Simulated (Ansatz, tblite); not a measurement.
**In12Sb11 zinc blende off sphere (In₁₂Sb₁₁H₃₂−): one state, many levels**

Aim: run the singlet of In12Sb11 zinc blende off sphere (In₁₂Sb₁₁H₃₂−) at one geometry on many levels, and compare frontier levels, spin and run time.

Method: as each input shows; program: Ansatz 0.2.0, Gaussian basis.

Levels to be run: GFN1-xTB, PBE-D4/def2-TZVP, r2SCAN-D4/def2-TZVP, r2SCAN0-D4/def2-TZVP, PBE-D4/def2-SVP, PBE0-D4/def2-SVP, MP2/def2-SVP.

2 further runs of the same task are left out: 1 for a known fault of the program, 1 set aside as unsound or not needed. Runs told in other sessions of the task aren't counted.

## (1) The geometry

The singlet was relaxed beforehand with r2SCAN-D4/def2-SVP.

55 atoms, charge -1, spin multiplicity 1.

Bond lengths: Sb1–In13 2.916 Å, Sb1–In14 2.884 Å, Sb1–H24 1.703 Å, Sb1–H25 1.711 Å, Sb2–In12 2.887 Å, Sb2–In16 2.894 Å, Sb2–H26 1.712 Å, Sb2–H27 1.708 Å, Sb3–In15 2.902 Å, Sb3–In17 2.895 Å, Sb3–H28 1.710 Å, Sb3–H29 1.706 Å, Sb4–In13 2.802 Å, Sb4–In18 2.874 Å, Sb4–In19 2.869 Å, Sb4–H30 1.713 Å, Sb5–In15 2.844 Å, Sb5–In18 2.890 Å and more. Angles: In13–Sb1–In14 137.2°, In13–Sb1–H24 104.9°, In13–Sb1–H25 104.1°, In14–Sb1–H24 104.6°, In14–Sb1–H25 103.8°, H24–Sb1–H25 94.2°, In12–Sb2–In16 132.0°, In12–Sb2–H26 109.3°, In12–Sb2–H27 102.8°, In16–Sb2–H26 106.8°, In16–Sb2–H27 105.2°, H26–Sb2–H27 93.9°, In15–Sb3–In17 126.0°, In15–Sb3–H28 106.8°, In15–Sb3–H29 109.5°, In17–Sb3–H28 107.2°, In17–Sb3–H29 108.0°, H28–Sb3–H29 94.7° and more.

In, Sb take a core potential in the def2 sets. No spin-orbit coupling is included. The ion is computed in the gas phase, without counter-ions or solvent.

PBE0-D4/def2-TZVP was run before; its log isn't repeated, and its numbers join the tables.

## (2) GFN1-xTB

Tight binding, by tblite at 300 K electronic temperature and without a spin-polarisation term:

```python
tblite.interface.Calculator('GFN1-xTB', numbers, positions, charge=-1, uhf=0).singlepoint()
```

Energy -1740.5651 eV, HOMO -7.10 eV, LUMO -5.31 eV; 0.65 s.

## (3) PBE-D4/def2-TZVP

start.molden holds the orbitals of an earlier run on this state, given as this run's starting guess.

Contents of in.yaml:

```yaml
crystal:
  periodic: [false, false, false]
  atoms:
    - {symbol: Sb, position_ang: [-4.638479, 2.333320, -0.926988]}
    - {symbol: Sb, position_ang: [-2.259234, -3.757962, 2.651080]}
    - {symbol: Sb, position_ang: [1.439706, -4.203192, -0.594940]}
    - {symbol: Sb, position_ang: [-1.575789, 1.891409, -4.158256]}
    - {symbol: Sb, position_ang: [1.209841, -1.251054, -3.942912]}
    - {symbol: Sb, position_ang: [-1.913974, -1.204752, -0.775690]}
    - {symbol: Sb, position_ang: [-1.812090, 1.948426, 2.334587]}
    - {symbol: Sb, position_ang: [1.363177, -1.158015, 2.678802]}
    - {symbol: Sb, position_ang: [1.410025, 2.132887, -0.864617]}
    - {symbol: Sb, position_ang: [4.332598, -1.253958, -0.786565]}
    - {symbol: Sb, position_ang: [4.147552, 2.223836, 2.573408]}
    - {symbol: In, position_ang: [-3.984657, -2.291039, 0.860460]}
    - {symbol: In, position_ang: [-3.368021, 0.353288, -2.650204]}
    - {symbol: In, position_ang: [-4.232374, 3.410952, 1.716659]}
    - {symbol: In, position_ang: [-0.459985, -2.962018, -2.403478]}
    - {symbol: In, position_ang: [-0.108861, -2.912191, 4.392683]}
    - {symbol: In, position_ang: [3.125076, -2.824956, 1.313200]}
    - {symbol: In, position_ang: [-0.174518, 0.207171, -6.018849]}
    - {symbol: In, position_ang: [-0.583801, 3.714111, -2.176435]}
    - {symbol: In, position_ang: [2.940526, 0.554950, -2.597728]}
    - {symbol: In, position_ang: [-0.052919, 0.329533, 0.716486]}
    - {symbol: In, position_ang: [2.917476, 0.434258, 4.478423]}
    - {symbol: In, position_ang: [3.004835, 4.000036, 0.593742]}
    - {symbol: H, position_ang: [-4.857680, 3.700197, -1.919525]}
    - {symbol: H, position_ang: [-6.293847, 1.899460, -0.941897]}
    - {symbol: H, position_ang: [-3.190304, -4.893831, 3.531445]}
    - {symbol: H, position_ang: [-1.568967, -4.939855, 1.628806]}
    - {symbol: H, position_ang: [2.458668, -5.191568, -1.548812]}
    - {symbol: H, position_ang: [0.690912, -5.508000, 0.210475]}
    - {symbol: H, position_ang: [-2.684273, 2.780839, -5.114154]}
    - {symbol: H, position_ang: [2.287209, -2.317279, -4.740241]}
    - {symbol: H, position_ang: [-2.169328, 0.944004, 3.666070]}
    - {symbol: H, position_ang: [-0.781725, 2.990939, 3.207313]}
    - {symbol: H, position_ang: [5.171177, -2.387058, -1.755349]}
    - {symbol: H, position_ang: [5.747211, -0.536640, -0.157941]}
    - {symbol: H, position_ang: [5.246255, 1.242865, 1.708898]}
    - {symbol: H, position_ang: [5.381482, 3.076145, 3.399802]}
    - {symbol: H, position_ang: [-4.943220, -3.440799, -0.011563]}
    - {symbol: H, position_ang: [-4.619538, -0.956362, 1.777161]}
    - {symbol: H, position_ang: [-4.666401, -0.542198, -3.382349]}
    - {symbol: H, position_ang: [-5.471692, 2.760732, 2.734588]}
    - {symbol: H, position_ang: [-3.780350, 5.068849, 1.548677]}
    - {symbol: H, position_ang: [-1.244768, -4.215402, -3.309231]}
    - {symbol: H, position_ang: [0.861274, -4.322375, 4.689514]}
    - {symbol: H, position_ang: [-0.893793, -1.978016, 5.625111]}
    - {symbol: H, position_ang: [4.263605, -3.906595, 2.045219]}
    - {symbol: H, position_ang: [-1.321802, -0.853285, -6.771394]}
    - {symbol: H, position_ang: [1.019766, 1.137285, -6.864789]}
    - {symbol: H, position_ang: [0.139860, 5.113001, -2.899175]}
    - {symbol: H, position_ang: [-1.895483, 3.807159, -1.019197]}
    - {symbol: H, position_ang: [4.139429, 1.269223, -3.628302]}
    - {symbol: H, position_ang: [1.850274, 1.430937, 5.412026]}
    - {symbol: H, position_ang: [4.179268, -0.556335, 5.141847]}
    - {symbol: H, position_ang: [1.945061, 5.032149, 1.498816]}
    - {symbol: H, position_ang: [4.313511, 4.545873, -0.403813]}
basis:
  gaussian: {orbitals: def2-TZVP, fitting: {mean_field: def2-universal-jkfit}, initial_orbitals: start.molden}
total_charge: -1
hamiltonian: {xc: pbe, dispersion: d4}
scf: {omitted_lower_state_checks: [starts]}
output: {forces: true, orbitals: {seedname: orbitals}}
```

Launch:

```
$ ansatz run in.yaml --threads 11 --pin off --events-out ev --progress --plain --max-ram 174080MiB --backend cuda --devices 0, --max-vram 75GiB
```

The program printed, shortened:

```text
Functional definition: PBE
  name "PBE"
  cite "Perdew, Burke & Ernzerhof, Phys. Rev. Lett. 77, 3865 (1996) doi:10.1103/PhysRevLett.77.3865"
  parent pbe
[...]
5590 factors; integrals over basis functions are off by at most 6.9e-1 eV
[...]
mean field -134535.33961234 eV, -4944.0825394251 hartree, gradient 1.6e-5 eV, S^2 0.000000; 0 other end points of the search recorded, 0 dependent functions left out
[...]
reference -134535.33981167 eV, -4944.0825467501 hartree; 269, 269 occupied and 1073, 1073 virtual orbitals, 5590 factors
Total energy: -134539.83371044 eV, -4944.2476944842 hartree
Atom 0 at    -4.638479     2.333320    -0.926988 Å, force     0.187223    -0.078222     0.075550 eV/Å
Atom 1 at    -2.259234    -3.757962     2.651080 Å, force     0.054117     0.132569    -0.031955 eV/Å
Atom 2 at     1.439706    -4.203192    -0.594940 Å, force    -0.021906     0.174264     0.006221 eV/Å
Atom 3 at    -1.575789     1.891409    -4.158256 Å, force     0.091791    -0.052558     0.091831 eV/Å
Atom 4 at     1.209841    -1.251054    -3.942912 Å, force    -0.071659     0.072578     0.089436 eV/Å
Atom 5 at    -1.913974    -1.204752    -0.775690 Å, force     0.036301     0.033713     0.032204 eV/Å
Atom 6 at    -1.812090     1.948426     2.334587 Å, force    -0.023865    -0.019836    -0.136631 eV/Å
Atom 7 at     1.363177    -1.158015     2.678802 Å, force    -0.037337     0.026189    -0.044313 eV/Å
[...]
Atom 39 at    -4.666401    -0.542198    -3.382349 Å, force    -0.050107    -0.033994    -0.020256 eV/Å
Atom 40 at    -5.471692     2.760732     2.734588 Å, force    -0.033636    -0.024515     0.028731 eV/Å
Atom 41 at    -3.780350     5.068849     1.548677 Å, force     0.020532     0.048903    -0.009215 eV/Å
Atom 42 at    -1.244768    -4.215402    -3.309231 Å, force    -0.031755    -0.049910    -0.036826 eV/Å
Atom 43 at     0.861274    -4.322375     4.689514 Å, force     0.026954    -0.034537     0.003564 eV/Å
Atom 44 at    -0.893793    -1.978016     5.625111 Å, force    -0.025920     0.032689     0.027195 eV/Å
Atom 45 at     4.263605    -3.906595     2.045219 Å, force     0.045085    -0.041692     0.028799 eV/Å
Atom 46 at    -1.321802    -0.853285    -6.771394 Å, force    -0.037310    -0.035385    -0.020084 eV/Å
Atom 47 at     1.019766     1.137285    -6.864789 Å, force     0.039880     0.033830    -0.022501 eV/Å
Atom 48 at     0.139860     5.113001    -2.899175 Å, force     0.027881     0.045357    -0.024592 eV/Å
Atom 49 at    -1.895483     3.807159    -1.019197 Å, force    -0.065926    -0.018987     0.050939 eV/Å
Atom 50 at     4.139429     1.269223    -3.628302 Å, force     0.045738     0.030792    -0.038711 eV/Å
Atom 51 at     1.850274     1.430937     5.412026 Å, force    -0.038498     0.036059     0.018853 eV/Å
Atom 52 at     4.179268    -0.556335     5.141847 Å, force     0.033890    -0.032167     0.018293 eV/Å
Atom 53 at     1.945061     5.032149     1.498816 Å, force    -0.036718     0.022804     0.033462 eV/Å
Atom 54 at     4.313511     4.545873    -0.403813 Å, force     0.039450     0.013045    -0.034500 eV/Å
Dipole moment:     0.252644    -0.539552    -0.069992 e Å
Checks for a lower state left out: starts
```

It took 14 s on 1 × H100 with 11 threads of AMD EPYC 7R13, shared host; peak host memory 1.8 GiB.

HOMO -3.36 eV, LUMO -0.72 eV.

## (4) r2SCAN-D4/def2-TZVP

in.yaml: that of step 3 with these lines changed.

```diff
@@ -61,4 +61,4 @@
 total_charge: -1
-hamiltonian: {xc: pbe, dispersion: d4}
+hamiltonian: {xc: r2scan, dispersion: d4}
 scf: {omitted_lower_state_checks: [starts]}
-output: {forces: true, orbitals: {seedname: orbitals}}
+output: {orbitals: {seedname: orbitals}}
```

The command is unchanged.

The program printed:

```text
Functional definition: r2SCAN
  name "r2SCAN"
  cite "Furness, Kaplan, Ning, Perdew & Sun, J. Phys. Chem. Lett. 11, 8208 (2020) doi:10.1021/acs.jpclett.0c02405"
  cite "Furness, Kaplan, Ning, Perdew & Sun, J. Phys. Chem. Lett. 11, 9248 (2020) doi:10.1021/acs.jpclett.0c03077"
  parent r2scan
  parameter k0 = 0.174
  parameter k1 = 0.065
  parameter a1 = 4.9479
  exchange = r2scan_x(k0 = k0, k1 = k1, a1 = a1)
  correlation = r2scan_c
these checks for a lower state are left out or cut short: starts
5590 factors; integrals over basis functions are off by at most 6.9e-1 eV
mean field evaluation 1: about -134590.0363 eV, gradient 1.6e1 eV
mean field evaluation 2: about -134590.4576 eV, gradient 4.6e-1 eV
mean field evaluation 4: about -134590.4993 eV, gradient 1.8e-3 eV
mean field -134590.49928163 eV, -4946.1096198830 hartree, gradient 2.2e-5 eV, S^2 0.000000; 0 other end points of the search recorded, 0 dependent functions left out
reference -134590.49935024 eV, -4946.1096224042 hartree; 269, 269 occupied and 1073, 1073 virtual orbitals, 5590 factors
Total energy: -134591.77799920 eV, -4946.1566118867 hartree
Checks for a lower state left out: starts
```

It took 11 s on 1 × H100 with 11 threads of AMD EPYC 7R13, shared host; peak host memory 1.7 GiB.

Report: HOMO -3.55 eV, LUMO -0.56 eV.

## (5) r2SCAN0-D4/def2-TZVP

in.yaml: that of step 4 with these lines changed.

```diff
@@ -61,3 +61,3 @@
 total_charge: -1
-hamiltonian: {xc: r2scan, dispersion: d4}
+hamiltonian: {xc: {name: r2SCAN0}, dispersion: d4}
 scf: {omitted_lower_state_checks: [starts]}
```

Launched as before.

The program printed, shortened:

```text
Functional definition: r2SCAN0
  name "r2SCAN0"
  cite "Bursch, Neugebauer, Ehlert & Grimme, J. Chem. Phys. 156, 134105 (2022) doi:10.1063/5.0086040"
  cite "Furness, Kaplan, Ning, Perdew & Sun, J. Phys. Chem. Lett. 11, 8208 (2020) doi:10.1021/acs.jpclett.0c02405"
  cite "Furness, Kaplan, Ning, Perdew & Sun, J. Phys. Chem. Lett. 11, 9248 (2020) doi:10.1021/acs.jpclett.0c03077"
  parent r2scan
[...]
5590 factors; integrals over basis functions are off by at most 6.9e-1 eV
[...]
mean field -134570.77446570 eV, -4945.3847462675 hartree, gradient 2.3e-5 eV, S^2 0.000000; 0 other end points of the search recorded, 0 dependent functions left out
reference -134570.77452072 eV, -4945.3847482894 hartree; 269, 269 occupied and 1073, 1073 virtual orbitals, 5590 factors
Total energy: -134572.43310996 eV, -4945.4457003195 hartree
Checks for a lower state left out: starts
```

Run time: 17 s. Hardware: 1 × H100 with 11 threads of AMD EPYC 7R13, shared host; peak host memory 1.7 GiB.

Report: HOMO -4.28 eV, LUMO 0.01 eV.

## (6) PBE-D4/def2-SVP

in.yaml: that of step 5 with these lines changed.

```diff
@@ -59,5 +59,5 @@
 basis:
-  gaussian: {orbitals: def2-TZVP, fitting: {mean_field: def2-universal-jkfit}, initial_orbitals: start.molden}
+  gaussian: {orbitals: def2-SVP, fitting: {mean_field: def2-universal-jkfit}, initial_orbitals: start.molden}
 total_charge: -1
-hamiltonian: {xc: {name: r2SCAN0}, dispersion: d4}
+hamiltonian: {xc: pbe, dispersion: d4}
 scf: {omitted_lower_state_checks: [starts]}
```

Same command.

The program printed:

```text
Functional definition: PBE
  name "PBE"
  cite "Perdew, Burke & Ernzerhof, Phys. Rev. Lett. 77, 3865 (1996) doi:10.1103/PhysRevLett.77.3865"
  parent pbe
  parameter kappa = 0.804
  parameter beta = 0.06672455060314922
  exchange = pbe_x(kappa = kappa, mu = beta*pi^2/3)
  correlation = pbe_c(beta = beta)
these checks for a lower state are left out or cut short: starts
5590 factors; integrals over basis functions are off by at most 3.5e-1 eV
mean field evaluation 1: about -134527.0091 eV, gradient 1.0e2 eV
mean field evaluation 2: about -134529.7069 eV, gradient 3.9e0 eV
mean field evaluation 4: about -134529.8340 eV, gradient 1.3e-1 eV
mean field evaluation 8: about -134529.8341 eV, gradient 1.7e-5 eV
mean field -134529.83414145 eV, -4943.8802171017 hartree, gradient 1.7e-5 eV, S^2 0.000000; 0 other end points of the search recorded, 0 dependent functions left out
reference -134529.83430759 eV, -4943.8802232072 hartree; 269, 269 occupied and 489, 489 virtual orbitals, 5590 factors
Total energy: -134534.32820637 eV, -4944.0453709412 hartree
Checks for a lower state left out: starts
```

Wall time 8 s (1 × H100 with 11 threads of AMD EPYC 7R13, shared host); peak host memory 1.4 GiB.

HOMO -3.26 eV, LUMO -0.59 eV.

## (7) PBE0-D4/def2-SVP

in.yaml: that of step 6 with these lines changed.

```diff
@@ -61,3 +61,3 @@
 total_charge: -1
-hamiltonian: {xc: pbe, dispersion: d4}
+hamiltonian: {xc: pbe0, dispersion: d4}
 scf: {omitted_lower_state_checks: [starts]}
```

The command is unchanged.

The program printed, shortened:

```text
Functional definition: PBE0
  name "PBE0"
  cite "Adamo & Barone, J. Chem. Phys. 110, 6158 (1999) doi:10.1063/1.478522"
  cite "Perdew, Burke & Ernzerhof, Phys. Rev. Lett. 77, 3865 (1996) doi:10.1103/PhysRevLett.77.3865"
  parent pbe
[...]
5590 factors; integrals over basis functions are off by at most 3.5e-1 eV
[...]
mean field -134535.46299470 eV, -4944.0870736430 hartree, gradient 2.3e-5 eV, S^2 0.000000; 0 other end points of the search recorded, 0 dependent functions left out
reference -134535.46311885 eV, -4944.0870782056 hartree; 269, 269 occupied and 489, 489 virtual orbitals, 5590 factors
Total energy: -134539.65956084 eV, -4944.2412946041 hartree
Checks for a lower state left out: starts
```

Wall time 8.5 s (1 × H100 with 11 threads of AMD EPYC 7R13, shared host); peak host memory 1.4 GiB.

HOMO -4.08 eV, LUMO 0.04 eV.

## (8) MP2/def2-SVP

in.yaml: that of step 7 with these lines changed.

```diff
@@ -59,5 +59,5 @@
 basis:
-  gaussian: {orbitals: def2-SVP, fitting: {mean_field: def2-universal-jkfit}, initial_orbitals: start.molden}
+  gaussian: {orbitals: def2-SVP, initial_orbitals: start.molden}
 total_charge: -1
-hamiltonian: {xc: pbe0, dispersion: d4}
+correlation: {method: mp2}
 scf: {omitted_lower_state_checks: [starts]}
```

Same command.

The program printed:

```text
Functional definition: HF
  name "HF"
  cite "Fock, Z. Phys. 61, 126 (1930) doi:10.1007/BF01340294"
  parent pbe
  exchange = exact_x
  correlation = 0
these checks for a lower state are left out or cut short: starts
9374 factors; integrals over basis functions are off by at most 5.2e-4 eV
mean field evaluation 1: about -133907.7943 eV, gradient 1.1e2 eV
mean field evaluation 2: about -133914.9536 eV, gradient 9.1e0 eV
mean field evaluation 4: about -133915.7082 eV, gradient 7.0e-1 eV
mean field evaluation 8: about -133915.7104 eV, gradient 1.1e-5 eV
mean field -133915.71040946 eV, -4921.3115862190 hartree, gradient 2.3e-6 eV, S^2 0.000000; 0 other end points of the search recorded, 0 dependent functions left out
92 core orbitals not correlated: weight in the atoms' cores, before any rotation towards them, 1.000 or more for the frozen orbitals, at most 0.000 for the correlated occupied ones
reference -133915.71040946 eV, -4921.3115862190 hartree; 177, 177 occupied and 489, 489 virtual orbitals, 9374 factors
second order -70.14801517 eV of doubles, -0.00000000 eV of singles
Total energy: -133985.85842463 eV, -4923.8894782286 hartree
Checks for a lower state left out: starts
```

It took 15 s on 1 × H100 with 11 threads of AMD EPYC 7R13, shared host; peak host memory 2.3 GiB.

Hartree-Fock HOMO -5.83 eV, LUMO 2.91 eV.

## (9) Comparison

```csv
level,functions,HOMO (eV),LUMO (eV),gap (eV),time
PBE-D4/def2-SVP,758,-3.26,-0.59,2.67,8 s
PBE-D4/def2-TZVP,1342,-3.36,-0.72,2.64,14 s
r2SCAN-D4/def2-TZVP,1342,-3.55,-0.56,2.99,11 s
PBE0-D4/def2-SVP,758,-4.08,0.04,4.13,8.5 s
PBE0-D4/def2-TZVP,1342,-4.14,-0.05,4.09,21 s
r2SCAN0-D4/def2-TZVP,1342,-4.28,0.01,4.29,17 s
```

Energy pieces by basis (eV):

| basis | HF | MP2 correlation | total |
| --- | --- | --- | --- |
| def2-SVP | -133915.7104 | -70.1480 | -133985.8584 (MP2) |

## (10) What came out

| quantity | value |
| --- | --- |
| gap in def2-TZVP, named functionals, smallest and largest | 2.64 eV (PBE-D4), 4.29 eV (r2SCAN0-D4) |
| correlation energy, MP2/def2-SVP | -70.15 eV |
| PBE0 total energy, smallest basis above largest | 4.76 eV (def2-SVP, def2-TZVP) |

What this shows: Over the named functionals in def2-TZVP the gap runs from 2.64 eV (PBE-D4) to 4.29 eV (r2SCAN0-D4); exact exchange widens it.

The slowest run with a step of its own, r2SCAN0-D4/def2-TZVP, took 17 s; the quickest functional in def2-TZVP took 11 s (shared host).
